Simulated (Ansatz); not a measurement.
**InH₃S₂: how energies converge with the basis set**

One table from this session's results is given with a row withheld; the runs are named, their logs left out.

The runs use Ansatz 0.2.0, Gaussian basis; one geometry, several basis sets.

The runs, in order: PBE0-D4/def2-SVP; ωB97M-V/def2-SVP; PBE0-D4/def2-QZVPP; ωB97M-V/def2-QZVPP; the functionals' def2-TZVPP values are taken from earlier runs.

**The geometry**

All runs share one geometry, relaxed beforehand with PBE0-D4 in a triple-zeta def2 set. In takes the def2 core potential; no spin-orbit term is included.

SMILES `[SH][InH][SH]`, 6 atoms, charge 0, spin multiplicity 1.

Atoms are counted from 1 here; the program's logs count them from 0.

Bond lengths: S1–In2 2.382 Å, S1–H4 1.343 Å, In2–S3 2.378 Å, In2–H5 1.705 Å, S3–H6 1.344 Å. Angles: In2–S1–H4 94.1°, S1–In2–S3 113.4°, S1–In2–H5 124.0°, S3–In2–H5 122.6°, In2–S3–H6 93.7°.

The first run:

Contents of in.yaml:

```yaml
crystal:
  periodic: [false, false, false]
  atoms:
    - {symbol: S, position_ang: [-1.813726, -0.481128, 0.162076]}
    - {symbol: In, position_ang: [0.391654, 0.122989, -0.505335]}
    - {symbol: S, position_ang: [1.878688, 0.440372, 1.322639]}
    - {symbol: H, position_ang: [-2.277705, -0.554155, -1.096497]}
    - {symbol: H, position_ang: [0.876946, 0.314303, -2.128401]}
    - {symbol: H, position_ang: [0.944144, 0.157629, 2.245519]}
basis:
  gaussian: {orbitals: def2-SVP}
hamiltonian: {xc: pbe0, dispersion: d4}
output: {orbitals: {seedname: orbitals}}
```

On the command line:

```console
$ ansatz run in.yaml --threads 2 --pin off --events-out ev --progress --plain --max-ram 22528MiB --backend cpu
```

Steps of the session up to this table: PBE0-D4 in def2-SVP; ωB97M-V in def2-SVP; PBE0-D4 in def2-QZVPP; ωB97M-V in def2-QZVPP.

One of the session's tables, all rows but one given; the rest of the session is left out.

It belongs to the step «Functionals by basis». 

```
functional       basis  HOMO (eV)  LUMO (eV)
   PBE0-D4    def2-SVP      -7.24      -1.28
   PBE0-D4  def2-TZVPP      -7.40      -1.43
   PBE0-D4  def2-QZVPP      -7.43      -1.47
   ωB97M-V    def2-SVP      -9.35       0.35
   ωB97M-V  def2-TZVPP      -9.55       0.09
   ωB97M-V  def2-QZVPP          ?          ?
```

Estimate the missing values for ωB97M-V, def2-QZVPP.

**Answer.** HOMO (eV): -9.59; LUMO (eV): 0.01. In the column «HOMO (eV)» it is the lowest.
